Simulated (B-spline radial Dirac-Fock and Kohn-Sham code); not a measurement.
# An X-ray data sheet for Pr⁴⁺, step by step

Wanted for praseodymium as Pr⁴⁺: its photoionisation cross sections and the widths and yields of its core holes.

The numbers are computed with B-spline radial Dirac-Fock and Kohn-Sham code (version 2): a free atom or ion on a radial basis; each step names its model.

## 1. The system

Pr⁴⁺, configuration [Xe] 4f1.

```
nuclear charge     : 59
electrons          : 55
mass number        : 141
nuclear rms radius : 4.8919 fm
```

## 2. Photoionisation

Model: independent-particle photoionisation: Dirac-Hartree-Slater potential of the initial state with a Latter tail for bound and continuum orbitals, all multipoles in the length form, thresholds from Dirac-Fock Delta-SCF.

Settings, as recorded:

```ini
task = photo
Z = 59
charge = 4
configuration = 1s2 2s2 2p6 3s2 3p6 3d10 4s2 4p6 4d10 4f1 5s2 5p6
mass_number = 141
rms_radius = 4.8919  # fm
photon_energy = [36.6, 60, 97.3, 300, 600, 1160.0, 1840.0, 2000, 2820.0, 2890.0, 5414.7, 30000, 40000, 73400.0, 100000, 113000.0]  # eV
```

Main fields of the result record, rounded:

```text
status: converged
shells: ["K", "L1", "L2", "L3", "M1", "M2", "M3", "M4", "M5", "N1", "N2", "N3", "N4", "N5", "N6", "N7", "O1", "O2", "O3"]
occupation: [2.0, 2.0, 2.0, 4.0, 2.0, 2.0, 4.0, 4.0, 6.0, 2.0, 2.0, 4.0, 4.0, 6.0, 0.429, 0.571, 2.0, 2.0, 4.0]
threshold [eV]: [42045.8, 6900.06, 6500.02, 6023.8, 1571.09, 1401.45, 1305.31, 1012.5, 992.439, 372.35, 306.686, 285.683, 175.584, 171.905, 56.5311, 56.1431, 91.0152, 69.393, 65.8223]
sigma [Mb]:
  - ["K", "-", "-", "-", "-", "-", "-", "-", "-", "-", "-", "-", "-", "-", 0.00109, 0.000466, 0.000331]
  - ["L1", "-", "-", "-", "-", "-", "-", "-", "-", "-", "-", "-", 0.000932, 0.000471, 0.000102, 4.54e-05, 3.28e-05]
  - ["L2", "-", "-", "-", "-", "-", "-", "-", "-", "-", "-", "-", 0.000449, 0.000181, 2.58e-05, 9.44e-06, 6.35e-06]
  - ["L3", "-", "-", "-", "-", "-", "-", "-", "-", "-", "-", "-", 0.00065, 0.000253, 3.28e-05, 1.14e-05, 7.53e-06]
  - ["M1", "-", "-", "-", "-", "-", "-", 0.0431, 0.0382, 0.0224, 0.0215, 0.00708, 0.00019, 9.55e-05, 2.08e-05, 9.22e-06, 6.66e-06]
  - ["M2", "-", "-", "-", "-", "-", "-", 0.0608, 0.0538, 0.0305, 0.0291, 0.00807, 8.61e-05, 3.6e-05, 5.39e-06, 2.01e-06, 1.36e-06]
  - ["M3", "-", "-", "-", "-", "-", "-", 0.131, 0.114, 0.0604, 0.0575, 0.0146, 0.000127, 5.12e-05, 7e-06, 2.48e-06, 1.65e-06]
  - ["M4", "-", "-", "-", "-", "-", 0.565, 0.175, 0.139, 0.0511, 0.0474, 0.00635, 1.09e-05, 3.4e-06, 2.86e-07, 8.14e-08, 4.97e-08]
  - ["M5", "-", "-", "-", "-", "-", 0.825, 0.252, 0.199, 0.0722, 0.067, 0.00878, 1.38e-05, 4.23e-06, 3.38e-07, 9.36e-08, 5.66e-08]
  - ["N1", "-", "-", "-", "-", 0.0727, 0.0275, 0.0128, 0.0111, 0.00592, 0.00566, 0.00175, 4.47e-05, 2.24e-05, 4.88e-06, 2.17e-06, 1.57e-06]
  - ["N2", "-", "-", "-", "-", 0.0723, 0.0319, 0.0152, 0.0131, 0.00681, 0.00649, 0.00174, 1.9e-05, 7.98e-06, 1.21e-06, 4.52e-07, 3.07e-07]
  - ["N3", "-", "-", "-", 0.326, 0.178, 0.0687, 0.0307, 0.0262, 0.0131, 0.0124, 0.00312, 2.8e-05, 1.13e-05, 1.57e-06, 5.58e-07, 3.7e-07]
  - ["N4", "-", "-", "-", 0.355, 0.241, 0.0752, 0.0258, 0.0209, 0.00827, 0.00772, 0.00117, 2.34e-06, 7.46e-07, 6.36e-08, 1.82e-08, 1.11e-08]
  - ["N5", "-", "-", "-", 0.564, 0.36, 0.109, 0.0369, 0.0298, 0.0117, 0.0109, 0.00161, 2.97e-06, 9.24e-07, 7.5e-08, 2.09e-08, 1.26e-08]
  - ["N6", "-", 0.35, 0.459, 0.0844, 0.0129, 0.00152, 0.00029, 0.000212, 5.62e-05, 5.11e-05, 3.72e-06, 1.34e-09, 3.2e-10, 1.47e-11, 3.4e-12, 1.92e-12]
  - ["N7", "-", 0.484, 0.616, 0.111, 0.0168, 0.00197, 0.000373, 0.000272, 7.19e-05, 6.53e-05, 4.71e-06, 1.62e-09, 3.82e-10, 1.71e-11, 3.89e-12, 2.18e-12]
  - ["O1", "-", "-", 0.166, 0.0479, 0.017, 0.00585, 0.00263, 0.00226, 0.0012, 0.00115, 0.000351, 8.91e-06, 4.47e-06, 9.73e-07, 4.33e-07, 3.12e-07]
  - ["O2", "-", "-", 0.146, 0.0326, 0.0154, 0.00597, 0.00273, 0.00235, 0.00121, 0.00115, 0.000307, 3.37e-06, 1.42e-06, 2.15e-07, 8.08e-08, 5.48e-08]
  - ["O3", "-", "-", 0.335, 0.0833, 0.0352, 0.0125, 0.00544, 0.00464, 0.0023, 0.00219, 0.000547, 4.96e-06, 2.01e-06, 2.79e-07, 9.92e-08, 6.59e-08]
beta_dipole:
  - ["K", "-", "-", "-", "-", "-", "-", "-", "-", "-", "-", "-", "-", "-", 1.97, 1.96, 1.95]
  - ["L1", "-", "-", "-", "-", "-", "-", "-", "-", "-", "-", "-", 1.98, 1.98, 1.96, 1.94, 1.93]
  - ["L2", "-", "-", "-", "-", "-", "-", "-", "-", "-", "-", "-", 1.11, 0.982, 0.711, 0.576, 0.523]
  - ["L3", "-", "-", "-", "-", "-", "-", "-", "-", "-", "-", "-", 1.14, 0.981, 0.593, 0.376, 0.287]
  - ["M1", "-", "-", "-", "-", "-", "-", 1.97, 1.97, 1.98, 1.98, 1.98, 1.98, 1.98, 1.96, 1.94, 1.93]
  - ["M2", "-", "-", "-", "-", "-", "-", 1.37, 1.45, 1.59, 1.59, 1.57, 1.04, 0.921, 0.673, 0.548, 0.498]
  - ["M3", "-", "-", "-", "-", "-", "-", 1.42, 1.49, 1.63, 1.64, 1.64, 1.06, 0.905, 0.541, 0.335, 0.251]
  - ["M4", "-", "-", "-", "-", "-", 0.552, 1.14, 1.18, 1.25, 1.25, 1.15, 0.457, 0.331, 0.0521, -0.114, -0.182]
  - ["M5", "-", "-", "-", "-", "-", 0.643, 1.16, 1.19, 1.22, 1.22, 1.08, 0.422, 0.306, 0.0473, -0.118, -0.19]
  - ["N1", "-", "-", "-", "-", 1.96, 1.97, 1.98, 1.98, 1.98, 1.98, 1.98, 1.98, 1.98, 1.96, 1.94, 1.93]
  - ["N2", "-", "-", "-", "-", 1.28, 1.64, 1.69, 1.69, 1.68, 1.67, 1.57, 1.02, 0.908, 0.665, 0.541, 0.493]
  - ["N3", "-", "-", "-", -0.352, 1.28, 1.63, 1.71, 1.72, 1.72, 1.72, 1.64, 1.04, 0.89, 0.53, 0.326, 0.243]
  - ["N4", "-", "-", "-", -0.102, 1.0, 1.32, 1.36, 1.36, 1.31, 1.3, 1.12, 0.441, 0.322, 0.039, -0.121, -0.186]
  - ["N5", "-", "-", "-", 0.0709, 1.07, 1.33, 1.33, 1.32, 1.26, 1.25, 1.05, 0.405, 0.299, 0.0331, -0.126, -0.194]
  - ["N6", "-", 0.939, 0.394, 0.789, 1.04, 1.08, 0.988, 0.966, 0.868, 0.86, 0.671, 0.292, 0.166, -0.113, -0.157, -0.236]
  - ["N7", "-", 0.9, 0.391, 0.799, 1.05, 1.07, 0.975, 0.952, 0.853, 0.846, 0.659, 0.309, 0.192, -0.0921, -0.107, -0.174]
  - ["O1", "-", "-", 1.85, 1.95, 1.97, 1.98, 1.98, 1.98, 1.98, 1.98, 1.98, 1.98, 1.98, 1.96, 1.94, 1.93]
  - ["O2", "-", "-", 0.0376, 1.06, 1.55, 1.71, 1.72, 1.72, 1.68, 1.68, 1.57, 1.02, 0.906, 0.663, 0.54, 0.492]
  - ["O3", "-", "-", -0.257, 1.07, 1.51, 1.7, 1.74, 1.74, 1.73, 1.73, 1.64, 1.04, 0.886, 0.527, 0.324, 0.241]
```

Rows start with the subshell; columns follow the photon energies; blanks lie below or just at threshold.

Summed over subshells:

```csv
hν (eV),total (kb),K (%),L (%),M (%),N (%),O (%)
60.000,834,-,-,-,100.0,-
97.300,1720,-,-,-,62.5,37.5
300.00,1600,-,-,-,89.8,10.2
600.00,1020,-,-,-,93.4,6.6
1160.0,1730,-,-,80.3,18.3,1.4
1840.0,795,-,-,83.3,15.3,1.4
2000.0,655,-,-,83.1,15.5,1.4
2820.0,287,-,-,82.4,16.0,1.6
2890.0,270,-,-,82.3,16.0,1.7
5414.7,55.5,-,-,80.9,16.9,2.2
30000,2.57,-,78.9,16.6,3.8,0.7
40000,1.15,-,78.9,16.6,3.8,0.7
73400,1.29,84.2,12.5,2.6,0.6,0.1
100000,0.550,84.7,12.1,2.5,0.6,0.1
113000,0.391,84.9,11.9,2.5,0.6,0.1
```

## 3. Widths and yields

Model: independent-particle rates: relativistic LDA orbitals of the hole state, multipoles to L = 3 (length form), Coulomb Auger matrix elements with a Latter-tail continuum; energies from Dirac-Fock.

Recorded inputs:

```ini
task = decay
holes = ["K", "L1", "L2", "L3", "M1", "M2", "M3", "M4", "M5", "N1", "N2", "N3", "N4", "N5"]
```

Main fields of the result record, rounded:

```text
status: converged
K:
  width_radiative: 14.513
  width_radiative_velocity: 14.845
  width_nonradiative: 1.3197
  coster_kronig: {}
  radiative: [["L3", 36022.0, 7.5985], ["L2", 35546.0, 4.1597], ["M3", 40741.0, 1.4279], ["M2", 40644.0, 0.73478], ["N3", 41760.0, 0.31526], ["N2", 41739.0, 0.1612]]
  auger: [["L2L3", 29336.0, 0.33949], ["L3L3", 29816.0, 0.15881], ["L1L3", 28970.0, 0.14094], ["L1L2", 28487.0, 0.1146], ["L1L1", 28079.0, 0.087606], ["L2M3", 34166.0, 0.057724]]
L1:
  width_radiative: 0.26955
  width_radiative_velocity: 0.26977
  width_nonradiative: 3.6108
  coster_kronig: {"L2": 0.6111, "L3": 1.3494}
  radiative: [["M3", 5594.8, 0.1226], ["M2", 5498.6, 0.081283], ["N3", 6614.4, 0.030086], ["N2", 6593.4, 0.019221], ["O3", 6834.2, 0.0056435], ["O2", 6830.7, 0.0035808]]
  auger: [["L3N5", 674.13, 0.34859], ["M4M5", 4832.5, 0.29502], ["L3N4", 669.69, 0.27212], ["L3N1", 470.17, 0.26327], ["L3N3", 558.41, 0.20519], ["M1M5", 4280.2, 0.20183]]
L2:
  width_radiative: 0.44545
  width_radiative_velocity: 0.45416
  width_nonradiative: 3.1179
  coster_kronig: {"L3": 0.62401}
  radiative: [["M4", 5487.5, 0.36848], ["N4", 6324.4, 0.064287], ["M1", 4928.9, 0.0096307], ["N1", 6127.7, 0.0023237], ["O1", 6409.0, 0.00047833], ["M3", 5194.7, 0.00018759]]
  auger: [["M4M5", 4432.4, 0.63607], ["M2M3", 3738.7, 0.24536], ["L3N4", 269.65, 0.24431], ["M2M5", 4047.0, 0.22513], ["M3M4", 4124.8, 0.17302], ["L3N2", 135.75, 0.16553]]
L3:
  width_radiative: 0.41641
  width_radiative_velocity: 0.42219
  width_nonradiative: 2.8964
  coster_kronig: {}
  radiative: [["M5", 5031.4, 0.30694], ["N5", 5851.9, 0.052215], ["M4", 5011.3, 0.034671], ["M1", 4452.7, 0.012848], ["N4", 5848.2, 0.005828], ["N1", 5651.4, 0.0030451]]
  auger: [["M4M5", 3956.2, 0.60559], ["M5M5", 3977.7, 0.40273], ["M3M5", 3672.0, 0.30937], ["M3M4", 3648.6, 0.20802], ["M3M3", 3358.5, 0.1948], ["M2M3", 3262.5, 0.14468]]
M1:
  width_radiative: 0.0086629
  width_radiative_velocity: 0.0083419
  width_nonradiative: 7.2234
  coster_kronig: {"M2": 0.74659, "M3": 3.2675, "M4": 1.0766, "M5": 1.5235}
  radiative: [["N3", 1285.4, 0.0036619], ["N2", 1264.4, 0.0028644], ["O3", 1505.3, 0.00078842], ["M3", 265.79, 0.00064178], ["O2", 1501.7, 0.00059188], ["M2", 169.64, 7.9166e-05]]
  auger: [["M3N5", 64.948, 1.236], ["M3N4", 60.882, 0.85301], ["M5N1", 174.12, 0.66135], ["M4N1", 154.02, 0.45631], ["M3O3", 183.77, 0.31897], ["M5N5", 377.9, 0.30514]]
M2:
  width_radiative: 0.008452
  width_radiative_velocity: 0.0081498
  width_nonradiative: 5.2463
  coster_kronig: {"M3": 0.19899, "M4": 3.1162, "M5": 1.2384}
  radiative: [["N4", 1225.9, 0.0055144], ["M4", 388.95, 0.0015814], ["N1", 1029.1, 0.0011139], ["O1", 1310.4, 0.00023605], ["N3", 1115.8, 3.4639e-06], ["N6", 1344.9, 2.0575e-06]]
  auger: [["M4N3", 72.45, 1.0247], ["M5N2", 70.527, 0.83513], ["M4N2", 50.855, 0.72059], ["M4N5", 187.62, 0.34645], ["M4N4", 184.55, 0.30255], ["M4N7", 306.89, 0.18818]]
M3:
  width_radiative: 0.0085766
  width_radiative_velocity: 0.0082917
  width_nonradiative: 2.9286
  coster_kronig: {"M4": 0.34369, "M5": 1.8456}
  radiative: [["N5", 1133.4, 0.0054074], ["N1", 932.96, 0.0013768], ["M5", 312.87, 0.00077186], ["N4", 1129.7, 0.0006576], ["O1", 1214.3, 0.00028824], ["M4", 292.8, 6.8704e-05]]
  auger: [["M5N5", 112.12, 0.6255], ["M5N4", 107.62, 0.39105], ["M5O3", 230.77, 0.23323], ["N3N5", 824.28, 0.18402], ["M5N7", 231.02, 0.1658], ["M5O1", 203.87, 0.15632]]
M4:
  width_radiative: 0.0011454
  width_radiative_velocity: 0.0011888
  width_nonradiative: 0.7951
  coster_kronig: {}
  radiative: [["N6", 955.97, 0.00057172], ["N2", 705.82, 0.00042148], ["O2", 943.11, 7.6908e-05], ["N3", 726.82, 6.2874e-05], ["O3", 946.68, 1.1515e-05], ["N4", 836.92, 5.4367e-07]]
  auger: [["N4N5", 640.34, 0.24907], ["N3N4", 526.23, 0.14352], ["N4N4", 636.92, 0.12119], ["N1N4", 439.43, 0.078353], ["N2N4", 507.54, 0.065294], ["N4O3", 755.28, 0.025187]]
M5:
  width_radiative: 0.0010335
  width_radiative_velocity: 0.0010688
  width_nonradiative: 0.81151
  coster_kronig: {}
  radiative: [["N7", 936.3, 0.00053306], ["N3", 706.76, 0.00039941], ["O3", 926.62, 7.3115e-05], ["N6", 935.91, 2.7039e-05], ["N5", 820.53, 5.891e-07], ["N4", 816.86, 1.522e-07]]
  auger: [["N5N5", 624.28, 0.20161], ["N4N5", 620.27, 0.17466], ["N3N5", 511.41, 0.13373], ["N1N5", 423.18, 0.083965], ["N2N5", 488.34, 0.081526], ["N5O3", 738.98, 0.023688]]
N1:
  width_radiative: 0.00029029
  width_radiative_velocity: 0.00025229
  width_nonradiative: 4.3226
  coster_kronig: {"N3": 2.7482, "N4": 0.51812, "N5": 0.888, "N6": 0.027773, "N7": 0.034786}
  radiative: [["N3", 86.666, 0.00012114], ["O2", 302.96, 7.3856e-05], ["O3", 306.53, 6.9557e-05], ["N2", 65.664, 2.5568e-05], ["N5", 200.44, 1.0999e-07], ["N4", 196.77, 6.5941e-08]]
  auger: [["N3O3", 5.1236, 1.4376], ["N3O2", 0.92992, 1.002], ["N5O1", 92.114, 0.38429], ["N4O1", 88.416, 0.26339], ["N5O3", 118.89, 0.17439], ["N4O3", 115.13, 0.17201]]
N2:
  width_radiative: 0.00052871
  width_radiative_velocity: 0.0004426
  width_nonradiative: 3.412
  coster_kronig: {"N4": 2.5671, "N5": 0.6692, "N6": 0.030281, "N7": 0.035239}
  radiative: [["N4", 131.1, 0.00044487], ["O1", 215.67, 8.3782e-05], ["O3", 240.86, 3.8779e-08], ["N6", 250.15, 2.7421e-08], ["N3", 21.002, 5.7879e-11], ["N5", 134.78, 2.9844e-12]]
  auger: [["N4O3", 49.461, 0.88031], ["N4O1", 22.752, 0.60889], ["N4O2", 45.611, 0.44091], ["N4N7", 51.972, 0.43281], ["N5O2", 49.137, 0.40255], ["N4N6", 52.418, 0.2042]]
N3:
  width_radiative: 0.00040568
  width_radiative_velocity: 0.00033284
  width_nonradiative: 3.7855
  coster_kronig: {"N4": 0.70736, "N5": 2.8872, "N6": 0.030063, "N7": 0.044936}
  radiative: [["N5", 113.78, 0.00027976], ["O1", 194.67, 9.7949e-05], ["N4", 110.1, 2.7911e-05], ["O2", 216.29, 2.2364e-08], ["O3", 219.86, 1.9026e-08], ["N7", 229.54, 1.7709e-08]]
  auger: [["N5O3", 32.225, 1.0541], ["N5O1", 5.4482, 0.66076], ["N5O2", 28.135, 0.65225], ["N4O3", 28.459, 0.39799], ["N5N7", 35.348, 0.26293], ["N5N6", 34.358, 0.25717]]
N4:
  width_radiative: 5.9067e-05
  width_radiative_velocity: 5.8637e-05
  width_nonradiative: 0.21689
  coster_kronig: {"N6": 0.12687, "N7": 0.017866}
  radiative: [["O2", 106.19, 2.8616e-05], ["N6", 119.05, 2.5617e-05], ["O3", 109.76, 4.8338e-06], ["O1", 84.569, 6.0189e-10], ["N5", 3.6794, 2.7789e-13], ["N7", 119.44, 1.126e-13]]
  auger: [["N6O3", 37.671, 0.057448], ["N6O1", 11.044, 0.037718], ["N6O2", 33.788, 0.031704], ["O2O3", 26.952, 0.023096], ["O1O3", 5.7757, 0.018837], ["O1O2", 2.0135, 0.015016]]
N5:
  width_radiative: 5.3379e-05
  width_radiative_velocity: 5.2913e-05
  width_nonradiative: 0.2117
  coster_kronig: {"N6": 0.017413, "N7": 0.12887}
  radiative: [["O3", 106.08, 2.929e-05], ["N7", 115.76, 2.2955e-05], ["N6", 115.37, 1.1335e-06], ["O1", 80.89, 5.2517e-10], ["O2", 102.51, 1.0532e-13]]
  auger: [["N7O3", 34.429, 0.054253], ["N7O2", 30.405, 0.0374], ["N7O1", 7.7605, 0.037214], ["O1O3", 2.0963, 0.028013], ["O2O3", 23.272, 0.022542], ["O3O3", 26.767, 0.013202]]
```

All in eV. For each hole the six strongest lines (shell, energy, width) and Auger groups (final holes, energy, width) are shown.

Widths (eV), yields and lifetimes:

```csv
hole,radiative,Auger,Coster-Kronig,total,yield,lifetime (fs)
K (1s),14.5,1.32,0,15.8,0.917,0.0416
L1 (2s),0.270,1.65,1.96,3.88,0.0695,0.170
L2 (2p1/2),0.445,2.49,0.624,3.56,0.125,0.185
L3 (2p3/2),0.416,2.90,0,3.31,0.126,0.199
M1 (3s),0.00866,0.609,6.61,7.23,0.00120,0.0910
M2 (3p1/2),0.00845,0.693,4.55,5.25,0.00161,0.125
M3 (3p3/2),0.00858,0.739,2.19,2.94,0.00292,0.224
M4 (3d3/2),0.00115,0.795,0,0.796,0.00144,0.827
M5 (3d5/2),0.00103,0.812,0,0.813,0.00127,0.810
N1 (4s),2.90e-04,0.106,4.22,4.32,6.72e-05,0.152
N2 (4p1/2),5.29e-04,0.110,3.30,3.41,1.55e-04,0.193
N3 (4p3/2),4.06e-04,0.116,3.67,3.79,1.07e-04,0.174
N4 (4d3/2),5.91e-05,0.0722,0.145,0.217,2.72e-04,3.03
N5 (4d5/2),5.34e-05,0.0654,0.146,0.212,2.52e-04,3.11
```

Emission lines that fill the K hole:

```
  Kα2 35545.8      54.7 #############################
  Kα1 36022.0       100 ################################
  Kβ3 40644.4      9.67 ####################
  Kβ1 40740.5      18.8 #######################
Kβ2'' 41739.1      2.12 ############
 Kβ2' 41760.1      4.15 ################
 K-O2 41976.4     0.388 ####
 K-O3 41980.0     0.761 #######
```
(bars on a logarithmic scale, % of the strongest)

## 4. Results

| quantity | value |
| --- | --- |
| total at 1840.0 eV | 795 kb |
| strongest subshell at 1840.0 eV | M5 (3d5/2), 252 kb, β = 1.16 |
| K hole: width, yield | 15.8 eV, 0.917 |
| its lifetime | 0.0416 fs |
| its strongest line | Kα1 (K-L3), 36022.0 eV |

What this shows: M5 (3d5/2) leads at 1840.0 eV with 32 % of the total, and the K shell holds 85 % at 113000 eV. Under 200 eV, coupling between channels can change such values by tens of per cent. With a yield of 0.92, X-ray emission is the main way out for the K hole, in 0.042 fs. Coster-Kronig decay rules L1, M1, M2, M3, N1, N2, N3, N4 and N5, where this model's widths can be far from the measured ones. The Hartree-Fock and Dirac-Fock values hold no electron correlation.
